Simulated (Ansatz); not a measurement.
**CH7FO2SiSn: a ladder of functionals and wavefunction methods**

Aim: compute CH7FO2SiSn with functionals from several rungs and with coupled cluster. The yardstick is the atomisation energy at the CCSD(T) limit.

Program: Ansatz 0.2.0, Gaussian basis. Level of theory: functionals in def2-TZVPP, the program's frozen cores in correlated methods. These are calculated values, not measurements.

The runs, in order: PBE-D4, r2SCAN-D4, PBE0-D4, B3LYP-D4, ωB97X-V, ωB97M-V, B2PLYP; CCSD(T)/def2-TZVPP; MP2/def2-QZVPP; extrapolation to the limit.

### Step 1. Structure used throughout

The geometry comes from an earlier relaxation with PBE0-D4 in a triple-zeta def2 set; it is a stationary point, not always the lowest conformer. Sn takes the def2 core potential; no spin-orbit term is included.

SMILES `C[O][SnH]([F])[O][SiH3]`, 13 atoms, charge 0, spin multiplicity 1.

Atoms are counted from 1 here; the program's logs count them from 0.

Bond lengths: C1–O2 1.415 Å, C1–H7 1.095 Å, C1–H8 1.096 Å, C1–H9 1.092 Å, O2–Sn3 1.933 Å, Sn3–F4 1.914 Å, Sn3–O5 1.933 Å, Sn3–H10 1.683 Å, O5–Si6 1.640 Å, Si6–H11 1.489 Å, Si6–H12 1.485 Å, Si6–H13 1.487 Å. Angles: O2–C1–H7 112.0°, O2–C1–H8 112.1°, O2–C1–H9 107.5°, H7–C1–H8 108.6°, H7–C1–H9 108.3°, H8–C1–H9 108.2°, C1–O2–Sn3 120.8°, O2–Sn3–F4 106.4°, O2–Sn3–O5 109.0°, O2–Sn3–H10 112.4°, F4–Sn3–O5 103.1°, F4–Sn3–H10 112.0°, O5–Sn3–H10 113.4°, Sn3–O5–Si6 136.8°, O5–Si6–H11 110.9°, O5–Si6–H12 107.8°, O5–Si6–H13 111.0°, H11–Si6–H12 109.1° and more.

As a file:

```
C     1.32218    1.29445   -1.16559
O     0.21212    1.96409   -0.59893
Sn   -1.29248    0.97081    0.09755
F    -1.97515   -0.06796   -1.35853
O    -0.64312   -0.37286    1.32649
Si   -0.13634   -1.92954    1.23745
H     1.04095    0.70621   -2.04581
H     1.81532    0.63195   -0.44507
H     2.04122    2.05579   -1.47639
H    -2.46957    1.97200    0.76383
H     0.77937   -2.12403    0.07938
H     0.59370   -2.24274    2.49225
H    -1.28820   -2.85816    1.09338
```

### Step 2. PBE-D4 (GGA)

The input, in.yaml:

```yaml
crystal:
  periodic: [false, false, false]
  atoms:
    - {symbol: C, position_ang: [1.322184, 1.294445, -1.165595]}
    - {symbol: O, position_ang: [0.212118, 1.964094, -0.598930]}
    - {symbol: Sn, position_ang: [-1.292484, 0.970807, 0.097550]}
    - {symbol: F, position_ang: [-1.975147, -0.067955, -1.358532]}
    - {symbol: O, position_ang: [-0.643121, -0.372859, 1.326491]}
    - {symbol: Si, position_ang: [-0.136336, -1.929536, 1.237449]}
    - {symbol: H, position_ang: [1.040947, 0.706210, -2.045810]}
    - {symbol: H, position_ang: [1.815322, 0.631951, -0.445075]}
    - {symbol: H, position_ang: [2.041222, 2.055786, -1.476390]}
    - {symbol: H, position_ang: [-2.469573, 1.971997, 0.763833]}
    - {symbol: H, position_ang: [0.779371, -2.124032, 0.079381]}
    - {symbol: H, position_ang: [0.593696, -2.242743, 2.492252]}
    - {symbol: H, position_ang: [-1.288200, -2.858156, 1.093378]}
basis:
  gaussian: {orbitals: def2-TZVPP}
hamiltonian: {xc: pbe, dispersion: d4}
output: {forces: true, orbitals: {seedname: orbitals}}
```

Started as:

```console
$ ansatz run in.yaml --threads 2 --pin off --events-out ev --progress --plain --max-ram 22528MiB --backend cuda --devices 0, --max-vram 18GiB
```

After this run come: r2SCAN-D4 (meta-GGA); PBE0-D4 (hybrid); B3LYP-D4 (hybrid); ωB97X-V (range-separated); ωB97M-V (range-separated); B2PLYP (double hybrid); CCSD(T) in def2-TZVPP; MP2 in def2-QZVPP.

Q: Predict the results of all the runs planned. Wanted: atomisation energy, CCSD(T)/CBS; farthest; mean size of error, hybrid; mean size of error, range-separated; gap, smallest and largest; T1 diagnostic; triples share of the correlation energy.

As calculated:

| quantity | value |
| --- | --- |
| atomisation energy, CCSD(T)/CBS | 4494.5 kJ/mol |
| functionals within 44.9 kJ/mol (1.0 %) | PBE-D4, ωB97X-V, ωB97M-V |
| farthest | PBE0-D4 (-108.1 kJ/mol) |
| mean size of error, hybrid | 87.4 kJ/mol |
| mean size of error, range-separated | 28.4 kJ/mol |
| gap, smallest and largest | 4.41 eV (PBE-D4), 11.69 eV (ωB97X-V) |
| T1 diagnostic | 0.0141 |
| triples share of the correlation energy | 3.3 % |

**Reading.** PBE-D4 is off by -10.3 kJ/mol. Double hybrids carry the basis error of their MP2 part in triple zeta, and no dispersion term here, so their miss is partly the set-up's. Misses under about 44.9 kJ/mol are within the doubt on the reference itself, which lacks core-valence correlation, spin-orbit coupling and higher excitations, and its outer-core shells are covered unevenly. All levels share the lack of spin-orbit coupling, which lowers the free heavy atoms and so the true binding. Hartree-Fock recovers 70 % of the binding; the rest is correlation. Orbital gaps span 4.4 to 11.7 eV; exact exchange widens them. Correlated methods include outer-core shells of Sn, which these sets cover unevenly.
